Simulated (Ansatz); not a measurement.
# H5Pt2: the cost of one run

Computed with Ansatz 0.2.0 (DFT PBE, scalar-relativistic, plane waves, PAW, unless a step's input says otherwise).

## (1) Starting point

Symmetry: P4mm, No. 99, tetragonal system. The conventional cell has a = 3.416 Å, b = 3.416 Å, c = 6.200 Å, α = 90.00°, β = 90.00°, γ = 90.00°. H (site symmetry m) has 2 H at 1.40 Å as nearest neighbours. Around H (site symmetry 4mm) lie 4 Pt at 1.75 Å. Pt (site symmetry 2mm) has 2 H at 1.75 Å as nearest neighbours.

As a file:

```
CELL_PARAMETERS angstrom
3.41574 0.00000 0.00000
0.00000 3.41574 0.00000
0.00000 0.00000 6.19951
ATOMIC_POSITIONS crystal
H 0.79579 0.79579 0.78748
H 0.20421 0.20421 0.78748
H 0.20421 0.79579 0.78748
H 0.79579 0.20421 0.78748
H 0.50000 0.50000 0.35924
Pt 0.50000 0.00000 0.29722
Pt 0.00000 0.50000 0.29722
```

The cell is invented: random cell by space group and Wyckoff sites (P4mm, No. 99). Its size is a rough estimate.

## (2) The guess as it stands, on a coarse mesh

The input, input.yaml:

```yaml
crystal:
  lattice:
    - [3.41573955, 0.0, 0.0]
    - [0.0, 3.41573955, 0.0]
    - [0.0, 0.0, 6.19950531]
  atoms:
    - { symbol: H, position: [0.79578804, 0.79578804, 0.78747761] }
    - { symbol: H, position: [0.20421196, 0.20421196, 0.78747761] }
    - { symbol: H, position: [0.20421196, 0.79578804, 0.78747761] }
    - { symbol: H, position: [0.79578804, 0.20421196, 0.78747761] }
    - { symbol: H, position: [0.5, 0.5, 0.35924237] }
    - { symbol: Pt, position: [0.5, 0.0, 0.29722082] }
    - { symbol: Pt, position: [0.0, 0.5, 0.29722082] }
basis:
  ecutwfc: 420
kpoints:
  mp_grid: { grid: [6, 6, 4] }
hamiltonian:
  xc: pbe
scf:
  occupations: { method: gaussian, width: 0.1 }
  lower_state_search: "off"
output:
  forces: true
  stress: true
  eigenvalues: true
```

Started as:

```sh
$ ansatz run input.yaml --threads 1 --pin off --max-ram 2560MiB --backend cpu --events-out ev --progress --plain --runs-dir out
```

What time and memory should one allow on 1 thread of Arm Neoverse V2, shared host?

About 4 s, with a peak of 0.34 GiB.
